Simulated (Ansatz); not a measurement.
# C₂H₈N₂W: one molecule under many settings

How do the results and run time of C₂H₈N₂W respond when the settings are drawn wide?

Program: Ansatz 0.2.0, Gaussian basis. Level of theory: the settings change from run to run. These are calculated values, not measurements.

1 further run of the same task is left out (for a known fault of the program). Runs told in other sessions of the task aren't counted.

## (1) The molecule

The structure was relaxed beforehand with PBE0-D4 in a triple-zeta def2 set. W takes a core potential in def2 sets; no spin-orbit term is included.

SMILES `[CH3][W]([CH3])(=[NH])=[NH]`, 13 atoms, charge 0, spin multiplicity 1.

Atoms are counted from 1 here; the program's logs count them from 0.

Bond lengths: C1–W2 2.122 Å, C1–H6 1.092 Å, C1–H7 1.096 Å, C1–H8 1.096 Å, W2–C3 2.122 Å, W2–N4 1.750 Å, W2–N5 1.750 Å, C3–H9 1.092 Å, C3–H10 1.096 Å, C3–H11 1.096 Å, N4–H12 1.008 Å, N5–H13 1.008 Å. Angles: W2–C1–H6 113.1°, W2–C1–H7 109.3°, W2–C1–H8 109.3°, H6–C1–H7 107.9°, H6–C1–H8 107.9°, H7–C1–H8 109.4°, C1–W2–C3 113.8°, C1–W2–N4 107.2°, C1–W2–N5 107.3°, C3–W2–N4 107.2°, C3–W2–N5 107.2°, N4–W2–N5 114.3°, W2–C3–H9 113.1°, W2–C3–H10 109.3°, W2–C3–H11 109.3°, H9–C3–H10 107.9°, H9–C3–H11 107.9°, H10–C3–H11 109.4° and more.

## (2) r2SCAN50/def2-TZVPD

Options: charge +1, multiplicity 2, D3(BJ) dispersion.

The input, in.yaml:

```yaml
crystal:
  periodic: [false, false, false]
  atoms:
    - {symbol: C, position_ang: [-1.786844, 0.658865, -0.354102]}
    - {symbol: W, position_ang: [0.279788, 0.217114, -0.161703]}
    - {symbol: C, position_ang: [0.680704, -1.517229, 0.993528]}
    - {symbol: N, position_ang: [0.898960, -0.077148, -1.771318]}
    - {symbol: N, position_ang: [1.025451, 1.570359, 0.658947]}
    - {symbol: H, position_ang: [-1.979748, 1.551794, -0.952736]}
    - {symbol: H, position_ang: [-2.293722, -0.184840, -0.835626]}
    - {symbol: H, position_ang: [-2.216564, 0.821380, 0.640626]}
    - {symbol: H, position_ang: [1.747321, -1.733248, 1.085762]}
    - {symbol: H, position_ang: [0.201415, -2.383475, 0.524029]}
    - {symbol: H, position_ang: [0.276636, -1.381038, 2.002871]}
    - {symbol: H, position_ang: [1.497763, 0.114129, -2.559497]}
    - {symbol: H, position_ang: [1.668840, 2.343326, 0.729219]}
basis:
  gaussian: {orbitals: def2-TZVPD}
total_charge: 1
magnetization: {spin_polarized: true, initial_magnetization: 1}
hamiltonian: {xc: {name: r2SCAN50}, dispersion: d3bj}
output: {forces: true}
```

Started as:

```console
> ansatz run in.yaml --threads 4 --pin off --events-out ev --progress --plain --max-ram 11315MiB
```

The log of the run, cut to the lines that bear on the results:

```text
Warning: the engine holds no damping parameters fitted to this dispersion correction and functional, so the run takes those fitted to r2scan50 beside the three-body term, which d3bj leaves out (hamiltonian.dispersion, under Limitations)
Functional definition: r2SCAN50
  name "r2SCAN50"
  cite "Bursch, Neugebauer, Ehlert & Grimme, J. Chem. Phys. 156, 134105 (2022) doi:10.1063/5.0086040"
  cite "Furness, Kaplan, Ning, Perdew & Sun, J. Phys. Chem. Lett. 11, 8208 (2020) doi:10.1021/acs.jpclett.0c02405"
  cite "Furness, Kaplan, Ning, Perdew & Sun, J. Phys. Chem. Lett. 11, 9248 (2020) doi:10.1021/acs.jpclett.0c03077"
  parent r2scan
[...]
1727 factors; their error is unknown
[...]
mean field -6997.57095184 eV, -257.1559893562 hartree, gradient 1.1e-5 eV, S^2 0.954015; 6 other end points of the search recorded, 0 dependent functions left out
[...]
reference -6997.57096283 eV, -257.1559897599 hartree; 24, 23 occupied and 239, 240 virtual orbitals, 1727 factors
Total energy: -6997.68853351 eV, -257.1603104027 hartree
Atom 0 at    -1.786844     0.658865    -0.354102 Å, force    -0.124300    -0.341385     0.239618 eV/Å
Atom 1 at     0.279788     0.217114    -0.161703 Å, force    -1.247421    -0.968770     0.722961 eV/Å
Atom 2 at     0.680704    -1.517229     0.993528 Å, force    -0.421627    -0.080397     0.076165 eV/Å
Atom 3 at     0.898960    -0.077148    -1.771318 Å, force     0.481905    -0.026268    -0.925835 eV/Å
Atom 4 at     1.025451     1.570359     0.658947 Å, force     0.545983     0.824341     0.329976 eV/Å
Atom 5 at    -1.979748     1.551794    -0.952736 Å, force     0.407264    -0.102226     0.048191 eV/Å
Atom 6 at    -2.293722    -0.184840    -0.835626 Å, force     0.270733     0.137324     0.133673 eV/Å
Atom 7 at    -2.216564     0.821380     0.640626 Å, force     0.253714    -0.087518    -0.195437 eV/Å
Atom 8 at     1.747321    -1.733248     1.085762 Å, force    -0.096510     0.342961    -0.227586 eV/Å
Atom 9 at     0.201415    -2.383475     0.524029 Å, force     0.055089     0.325998     0.016483 eV/Å
Atom 10 at     0.276636    -1.381038     2.002871 Å, force     0.038628     0.103362    -0.312764 eV/Å
Atom 11 at     1.497763     0.114129    -2.559497 Å, force    -0.085304    -0.111552    -0.022887 eV/Å
Atom 12 at     1.668840     2.343326     0.729219 Å, force    -0.078154    -0.015869     0.117441 eV/Å
Dipole moment:     0.155242     0.120609    -0.089826 e Å
```

It took 64 s on 4 threads of Arm Neoverse V2, shared host; peak memory 1.5 GiB.

Largest force 1.737 eV/Å, ⟨S²⟩ 0.954. The spin excess of 0.20 shows a contaminated determinant.

## (3) rPW86-PBE/ANO-RCC-VTZP

Set apart from the defaults: coordinates scaled by 1.25, D3(BJ) with three-body dispersion.

The input, in.yaml:

```yaml
crystal:
  periodic: [false, false, false]
  atoms:
    - {symbol: C, position_ang: [-2.233555, 0.823582, -0.442628]}
    - {symbol: W, position_ang: [0.349735, 0.271393, -0.202128]}
    - {symbol: C, position_ang: [0.850880, -1.896536, 1.241910]}
    - {symbol: N, position_ang: [1.123700, -0.096435, -2.214147]}
    - {symbol: N, position_ang: [1.281814, 1.962949, 0.823683]}
    - {symbol: H, position_ang: [-2.474685, 1.939743, -1.190921]}
    - {symbol: H, position_ang: [-2.867153, -0.231050, -1.044532]}
    - {symbol: H, position_ang: [-2.770705, 1.026725, 0.800783]}
    - {symbol: H, position_ang: [2.184151, -2.166560, 1.357203]}
    - {symbol: H, position_ang: [0.251768, -2.979344, 0.655037]}
    - {symbol: H, position_ang: [0.345795, -1.726298, 2.503589]}
    - {symbol: H, position_ang: [1.872204, 0.142662, -3.199372]}
    - {symbol: H, position_ang: [2.086050, 2.929158, 0.911523]}
basis:
  gaussian: {orbitals: ANO-RCC-VTZP}
hamiltonian: {xc: {name: rPW86-PBE}, dispersion: d3bjatm}
output: {forces: true}
```

Launched as before.

The log of the run, cut to the lines that bear on the results:

```text
Functional definition: rPW86-PBE
  name "rPW86-PBE"
  cite "Murray, Lee & Langreth, J. Chem. Theory Comput. 5, 2754 (2009) doi:10.1021/ct900365q"
  cite "Perdew, Burke & Ernzerhof, Phys. Rev. Lett. 77, 3865 (1996) doi:10.1103/PhysRevLett.77.3865"
  parent pbe
[...]
2350 factors; their error is unknown
[...]
mean field -444616.27602308 eV, -16339.3467721122 hartree, gradient 2.7e-5 eV, S^2 0.000000; 0 other end points of the search recorded, 0 dependent functions left out
[...]
reference -444616.27623149 eV, -16339.3467797711 hartree; 54, 54 occupied and 282, 282 virtual orbitals, 2350 factors
Total energy: -444616.54522382 eV, -16339.3566650569 hartree
Relativity: scalar
Atom 0 at    -2.233555     0.823582    -0.442628 Å, force    -1.517657     0.279023    -0.111507 eV/Å
Atom 1 at     0.349735     0.271393    -0.202128 Å, force     4.114552     3.192628    -2.377804 eV/Å
[...]
Atom 3 at     1.123700    -0.096435    -2.214147 Å, force    -0.279650     1.483795     2.908643 eV/Å
Atom 4 at     1.281814     1.962949     0.823683 Å, force    -0.558108    -2.132393    -2.424111 eV/Å
Atom 5 at    -2.474685     1.939743    -1.190921 Å, force     0.816432    -3.437287     2.300624 eV/Å
Atom 6 at    -2.867153    -0.231050    -1.044532 Å, force     1.942959     3.181255     1.852632 eV/Å
Atom 7 at    -2.770705     1.026725     0.800783 Å, force     1.649548    -0.648834    -3.767062 eV/Å
Atom 8 at     2.184151    -2.166560     1.357203 Å, force    -4.101137     0.892761    -0.396903 eV/Å
Atom 9 at     0.251768    -2.979344     0.655037 Å, force     1.788997     3.310562     1.780084 eV/Å
Atom 10 at     0.345795    -1.726298     2.503589 Å, force     1.502446    -0.505021    -3.849155 eV/Å
Atom 11 at     1.872204     0.142662    -3.199372 Å, force    -2.678948    -0.610695     3.922082 eV/Å
Atom 12 at     2.086050     2.929158     0.911523 Å, force    -2.918500    -3.734211    -0.687209 eV/Å
Dipole moment:     0.100308     0.077971    -0.057915 e Å
```

Wall time 41 s (4 threads of Arm Neoverse V2, shared host); peak memory 1.2 GiB.

Largest force 5.725 eV/Å, dipole 0.67 D.

## (4) revPBE/def2-TZVPP

Set apart from the defaults: D3(BJ) dispersion.

The input, in.yaml:

```yaml
crystal:
  periodic: [false, false, false]
  atoms:
    - {symbol: C, position_ang: [-1.786844, 0.658865, -0.354102]}
    - {symbol: W, position_ang: [0.279788, 0.217114, -0.161703]}
    - {symbol: C, position_ang: [0.680704, -1.517229, 0.993528]}
    - {symbol: N, position_ang: [0.898960, -0.077148, -1.771318]}
    - {symbol: N, position_ang: [1.025451, 1.570359, 0.658947]}
    - {symbol: H, position_ang: [-1.979748, 1.551794, -0.952736]}
    - {symbol: H, position_ang: [-2.293722, -0.184840, -0.835626]}
    - {symbol: H, position_ang: [-2.216564, 0.821380, 0.640626]}
    - {symbol: H, position_ang: [1.747321, -1.733248, 1.085762]}
    - {symbol: H, position_ang: [0.201415, -2.383475, 0.524029]}
    - {symbol: H, position_ang: [0.276636, -1.381038, 2.002871]}
    - {symbol: H, position_ang: [1.497763, 0.114129, -2.559497]}
    - {symbol: H, position_ang: [1.668840, 2.343326, 0.729219]}
basis:
  gaussian: {orbitals: def2-TZVPP}
hamiltonian: {xc: {name: revPBE}, dispersion: d3bj}
output: {forces: true}
```

Same command.

The log of the run, cut to the lines that bear on the results:

```text
Functional definition: revPBE
  name "revPBE"
  cite "Zhang & Yang, Phys. Rev. Lett. 80, 890 (1998) doi:10.1103/PhysRevLett.80.890"
  cite "Perdew, Burke & Ernzerhof, Phys. Rev. Lett. 77, 3865 (1996) doi:10.1103/PhysRevLett.77.3865"
[...]
1477 factors; their error is unknown
[...]
mean field -7014.84909642 eV, -257.7909494578 hartree, gradient 1.4e-5 eV, S^2 0.000000; 0 other end points of the search recorded, 0 dependent functions left out
[...]
reference -7014.84915667 eV, -257.7909516721 hartree; 24, 24 occupied and 268, 268 virtual orbitals, 1477 factors
Total energy: -7015.54945432 eV, -257.8166871360 hartree
Atom 0 at    -1.786844     0.658865    -0.354102 Å, force    -0.020829     0.033118    -0.020046 eV/Å
Atom 1 at     0.279788     0.217114    -0.161703 Å, force    -0.526473    -0.409741     0.305015 eV/Å
[...]
Atom 3 at     0.898960    -0.077148    -1.771318 Å, force     0.081311    -0.261220    -0.570014 eV/Å
Atom 4 at     1.025451     1.570359     0.658947 Å, force     0.133331     0.428395     0.445789 eV/Å
Atom 5 at    -1.979748     1.551794    -0.952736 Å, force    -0.063055     0.192138    -0.127624 eV/Å
Atom 6 at    -2.293722    -0.184840    -0.835626 Å, force    -0.103004    -0.177440    -0.104261 eV/Å
Atom 7 at    -2.216564     0.821380     0.640626 Å, force    -0.086962     0.036415     0.209766 eV/Å
Atom 8 at     1.747321    -1.733248     1.085762 Å, force     0.228854    -0.064080     0.031652 eV/Å
Atom 9 at     0.201415    -2.383475     0.524029 Å, force    -0.099466    -0.181349    -0.102759 eV/Å
Atom 10 at     0.276636    -1.381038     2.002871 Å, force    -0.083342     0.033125     0.212231 eV/Å
Atom 11 at     1.497763     0.114129    -2.559497 Å, force     0.243864     0.099472    -0.285754 eV/Å
Atom 12 at     1.668840     2.343326     0.729219 Å, force     0.258546     0.290214    -0.004634 eV/Å
Dipole moment:     0.057325     0.044596    -0.033098 e Å
```

Run time: 3.9 s. Hardware: 4 threads of Arm Neoverse V2, shared host; peak memory 0.39 GiB.

Largest force 0.734 eV/Å, dipole 0.38 D.

## (5) B3LYP/def2-mTZVPP

This run has charge -1, multiplicity 2, density fitting with def2-universal-jkfit.

Changes to in.yaml since step 4:

```diff
@@ -17,4 +17,6 @@
 basis:
-  gaussian: {orbitals: def2-TZVPP}
-hamiltonian: {xc: {name: revPBE}, dispersion: d3bj}
+  gaussian: {orbitals: def2-mTZVPP, fitting: {mean_field: def2-universal-jkfit}}
+total_charge: -1
+magnetization: {spin_polarized: true, initial_magnetization: 1}
+hamiltonian: {xc: {name: B3LYP}}
 output: {forces: true}
```

The command is unchanged.

The log of the run, cut to the lines that bear on the results:

```text
Functional definition: B3LYP
  name "B3LYP"
  cite "Stephens, Devlin, Chabalowski & Frisch, J. Phys. Chem. 98, 11623 (1994) doi:10.1021/j100096a001"
  cite "Becke, Phys. Rev. A 38, 3098 (1988) doi:10.1103/PhysRevA.38.3098"
  cite "Lee, Yang & Parr, Phys. Rev. B 37, 785 (1988) doi:10.1103/PhysRevB.37.785"
  cite "Vosko, Wilk & Nusair, Can. J. Phys. 58, 1200 (1980) doi:10.1139/p80-159"
[...]
675 factors; integrals over basis functions are off by at most 4.0e-1 eV
[...]
mean field -7013.63015091 eV, -257.7461540366 hartree, gradient 3.4e-5 eV, S^2 0.753059; 2 other end points of the search recorded, 0 dependent functions left out
[...]
reference -7013.63044820 eV, -257.7461649618 hartree; 25, 24 occupied and 137, 138 virtual orbitals, 675 factors
Total energy: -7013.63044820 eV, -257.7461649618 hartree
[...]
Atom 3 at     0.898960    -0.077148    -1.771318 Å, force     0.732792    -1.116961    -3.146302 eV/Å
Atom 4 at     1.025451     1.570359     0.658947 Å, force     1.007317     2.467662     2.139935 eV/Å
Atom 5 at    -1.979748     1.551794    -0.952736 Å, force    -0.121060     0.226012    -0.146987 eV/Å
Atom 6 at    -2.293722    -0.184840    -0.835626 Å, force    -0.207017     0.074943     0.092719 eV/Å
Atom 7 at    -2.216564     0.821380     0.640626 Å, force    -0.215438    -0.049070    -0.087434 eV/Å
Atom 8 at     1.747321    -1.733248     1.085762 Å, force     0.265749    -0.114120     0.063414 eV/Å
Atom 9 at     0.201415    -2.383475     0.524029 Å, force     0.005988    -0.114577     0.208583 eV/Å
Atom 10 at     0.276636    -1.381038     2.002871 Å, force    -0.002768    -0.236509     0.028339 eV/Å
Atom 11 at     1.497763     0.114129    -2.559497 Å, force    -0.028295     0.008605     0.066059 eV/Å
Atom 12 at     1.668840     2.343326     0.729219 Å, force    -0.033262    -0.056620    -0.030436 eV/Å
Dipole moment:     0.182942     0.142090    -0.105701 e Å
```

Run time: 4.7 s. Hardware: 4 threads of Arm Neoverse V2, shared host; peak memory 0.34 GiB.

Largest force 3.418 eV/Å, ⟨S²⟩ 0.753.

## (6) CAM-B3LYP/ANO-RCC-VTZP

This run has coordinates scaled by 1.05, a grid of angular degree 47.

The input, in.yaml:

```yaml
crystal:
  periodic: [false, false, false]
  atoms:
    - {symbol: C, position_ang: [-1.876186, 0.691809, -0.371807]}
    - {symbol: W, position_ang: [0.293777, 0.227970, -0.169788]}
    - {symbol: C, position_ang: [0.714739, -1.593090, 1.043205]}
    - {symbol: N, position_ang: [0.943908, -0.081006, -1.859884]}
    - {symbol: N, position_ang: [1.076724, 1.648877, 0.691894]}
    - {symbol: H, position_ang: [-2.078735, 1.629384, -1.000373]}
    - {symbol: H, position_ang: [-2.408409, -0.194082, -0.877407]}
    - {symbol: H, position_ang: [-2.327392, 0.862449, 0.672657]}
    - {symbol: H, position_ang: [1.834687, -1.819910, 1.140051]}
    - {symbol: H, position_ang: [0.211485, -2.502649, 0.550231]}
    - {symbol: H, position_ang: [0.290468, -1.450090, 2.103014]}
    - {symbol: H, position_ang: [1.572651, 0.119836, -2.687472]}
    - {symbol: H, position_ang: [1.752282, 2.460493, 0.765679]}
basis:
  gaussian: {orbitals: ANO-RCC-VTZP, final_grid: {core_spheres: 20, valence_spheres: 16, degree: 47}}
hamiltonian: {xc: {name: CAM-B3LYP}}
```

Launched as before.

The log of the run, cut to the lines that bear on the results:

```text
Functional definition: CAM-B3LYP
  name "CAM-B3LYP"
  cite "Yanai, Tew & Handy, Chem. Phys. Lett. 393, 51 (2004) doi:10.1016/j.cplett.2004.06.011"
  cite "Iikura, Tsuneda, Yanai & Hirao, J. Chem. Phys. 115, 3540 (2001) doi:10.1063/1.1383587"
  cite "Becke, Phys. Rev. A 38, 3098 (1988) doi:10.1103/PhysRevA.38.3098"
  cite "Lee, Yang & Parr, Phys. Rev. B 37, 785 (1988) doi:10.1103/PhysRevB.37.785"
  cite "Vosko, Wilk & Nusair, Can. J. Phys. 58, 1200 (1980) doi:10.1139/p80-159"
[...]
  # Exact exchange under (alpha + beta erf(omega r))/r, Becke's under what is left of 1/r.
[...]
2585 factors; their error is unknown
549 factors; integrals over basis functions are off by at most 1.9e-5 eV
[...]
mean field -444553.44539685 eV, -16337.0377891862 hartree, gradient 6.6e-5 eV, S^2 0.000000; 0 other end points of the search recorded, 0 dependent functions left out
reference -444553.44557228 eV, -16337.0377956332 hartree; 54, 54 occupied and 282, 282 virtual orbitals, 2585 factors
Total energy: -444553.44557228 eV, -16337.0377956332 hartree
Relativity: scalar
```

Wall time 38 s (4 threads of Arm Neoverse V2, shared host); peak memory 2 GiB.

## (7) r2SCANh/ANO-RCC-VTZP

Options: D4 dispersion.

The input, in.yaml:

```yaml
crystal:
  periodic: [false, false, false]
  atoms:
    - {symbol: C, position_ang: [-1.786844, 0.658865, -0.354102]}
    - {symbol: W, position_ang: [0.279788, 0.217114, -0.161703]}
    - {symbol: C, position_ang: [0.680704, -1.517229, 0.993528]}
    - {symbol: N, position_ang: [0.898960, -0.077148, -1.771318]}
    - {symbol: N, position_ang: [1.025451, 1.570359, 0.658947]}
    - {symbol: H, position_ang: [-1.979748, 1.551794, -0.952736]}
    - {symbol: H, position_ang: [-2.293722, -0.184840, -0.835626]}
    - {symbol: H, position_ang: [-2.216564, 0.821380, 0.640626]}
    - {symbol: H, position_ang: [1.747321, -1.733248, 1.085762]}
    - {symbol: H, position_ang: [0.201415, -2.383475, 0.524029]}
    - {symbol: H, position_ang: [0.276636, -1.381038, 2.002871]}
    - {symbol: H, position_ang: [1.497763, 0.114129, -2.559497]}
    - {symbol: H, position_ang: [1.668840, 2.343326, 0.729219]}
basis:
  gaussian: {orbitals: ANO-RCC-VTZP}
hamiltonian: {xc: {name: r2SCANh}, dispersion: d4}
```

Same command.

The log of the run, cut to the lines that bear on the results:

```text
Functional definition: r2SCANh
  name "r2SCANh"
  cite "Bursch, Neugebauer, Ehlert & Grimme, J. Chem. Phys. 156, 134105 (2022) doi:10.1063/5.0086040"
  cite "Furness, Kaplan, Ning, Perdew & Sun, J. Phys. Chem. Lett. 11, 8208 (2020) doi:10.1021/acs.jpclett.0c02405"
  cite "Furness, Kaplan, Ning, Perdew & Sun, J. Phys. Chem. Lett. 11, 9248 (2020) doi:10.1021/acs.jpclett.0c03077"
  parent r2scan
[...]
2516 factors; their error is unknown
[...]
mean field -444528.17031773 eV, -16336.1089471608 hartree, gradient 4.8e-5 eV, S^2 0.000000; 0 other end points of the search recorded, 0 dependent functions left out
reference -444528.17033582 eV, -16336.1089478255 hartree; 54, 54 occupied and 282, 282 virtual orbitals, 2516 factors
Total energy: -444528.25083455 eV, -16336.1119060994 hartree
Relativity: scalar
```

Wall time 35 s (4 threads of Arm Neoverse V2, shared host); peak memory 1.7 GiB.

## (8) All runs side by side

```
                 level  charge  multiplicity  geometry  functions  energy (eV)   time
   r2SCAN50/def2-TZVPD       1             2   relaxed        263    -6997.689   64 s
rPW86-PBE/ANO-RCC-VTZP       0             1    scaled        336  -444616.545   41 s
     revPBE/def2-TZVPP       0             1   relaxed        292    -7015.549  3.9 s
     B3LYP/def2-mTZVPP      -1             2   relaxed        162    -7013.630  4.7 s
CAM-B3LYP/ANO-RCC-VTZP       0             1    scaled        336  -444553.446   38 s
  r2SCANh/ANO-RCC-VTZP       0             1   relaxed        336  -444528.251   35 s
```

## (9) Results

| quantity | value |
| --- | --- |
| runs | 6 |
| quickest | revPBE/def2-TZVPP, 3.9 s |
| slowest | r2SCAN50/def2-TZVPD, 64 s |
| spread of total energies, same state and geometry | 437512.7 eV |

In words: Run time spans a factor of 16, from revPBE/def2-TZVPP to r2SCAN50/def2-TZVPD. The jobs differ in tasks and options as well as level. Total energies at one charge and spin differ by 437513 eV between levels, so only differences within one level mean anything. Some of these runs are scalar-relativistic and others not, which shifts the totals of all-electron atoms past neon by several eV an atom and more; core potentials, where a basis has them, take the core out of the total altogether. At the PBE0-D4/def2-TZVP geometry and in the same state, the sound runs without point charges leave forces up to 0.73 eV/Å (revPBE/def2-TZVPP), against 5.7 eV/Å where the atoms were moved.
